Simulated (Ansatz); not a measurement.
**Ge: a slab and its surfaces, (110), 3 layers**

What do the surfaces of Ge (110), 3 layers cost, and how tightly do they hold an electron? Methods of the runs shown: PAW and LAPW. Its runs: bulk cell relaxed (PAW); bulk in the slab's orientation (LAPW and PAW); the reference run (LAPW and PAW); atoms relaxed (PAW); no images along the normal (PAW); core holes in 2p of Ge (PAW).

Program: Ansatz 0.2.0. Level of theory: DFT LDA, with the methods named in each step. These are calculated values, not measurements.

2 further runs of the same task are left out: 2 that didn't finish.

### 1 The system as given

The structure is cubic, space group Fd-3m (No. 227). Conventional cell: a = 5.657 Å, b = 5.657 Å, c = 5.657 Å, α = 90.00°, β = 90.00°, γ = 90.00°. Ge (site symmetry -43m) is surrounded by 4 Ge at 2.45 Å.

Coordinates:

```
CELL_PARAMETERS angstrom
0.00000 2.82853 2.82853
2.82853 0.00000 2.82853
2.82853 2.82853 0.00000
ATOMIC_POSITIONS crystal
Ge 0.87500 0.87500 0.87500
Ge 0.12500 0.12500 0.12500
```

Atoms are numbered in the order of the input: Ge1, Ge2.

### 2 Bulk cell relaxed, PAW

File input.yaml:

```yaml
crystal:
  lattice:
    - [0.0, 2.8285347457, 2.8285347457]
    - [2.8285347457, 0.0, 2.8285347457]
    - [2.8285347457, 2.8285347457, 0.0]
  atoms:
    - { symbol: Ge, position: [-0.125, -0.125, -0.125] }
    - { symbol: Ge, position: [0.125, 0.125, 0.125] }
kpoints:
  mp_grid: { grid: [10, 10, 10] }
scf:
  occupations: { method: fermi_dirac, width: 0.02 }
hamiltonian:
  xc: lda
  pseudopotentials: { kind: paw }
output:
  forces: true
  stress: true
relax:
  f_tol: 0.005
  max_steps: 40
  cell: {}
```

Started as:

```bash
$ ansatz run input.yaml --threads 2 --pin off --max-ram 4096MiB --backend cpu --events-out ev --progress --plain --runs-dir out
```

After this run come: Bulk in the slab's orientation, LAPW; Bulk in the slab's orientation, PAW; Slab as cut, LAPW; Slab as cut, PAW; Atoms relaxed, PAW; No images along the normal, PAW; Core holes in 2p of Ge, PAW.

Before running it: what results should come out? Wanted: surface energy; work function; outer layer spacing (for each run or level that gives them).

As calculated:

| quantity | value |
| --- | --- |
| surface energy (LAPW, cut) | 1.30 J/m² |
| work function (LAPW, cut) | 4.77 eV |
| surface energy (PAW, relaxed) | 1.29 J/m² |
| work function (PAW, relaxed) | 4.79 eV |
| outer layer spacing (PAW) | 1.99 → 1.93 Å |

By PAW the surface costs 1.30 J/m² as cut and 1.29 J/m² relaxed. The outermost spacing changes by -2.7 % (PAW). Thickness wasn't converged, and no reconstruction was sought.
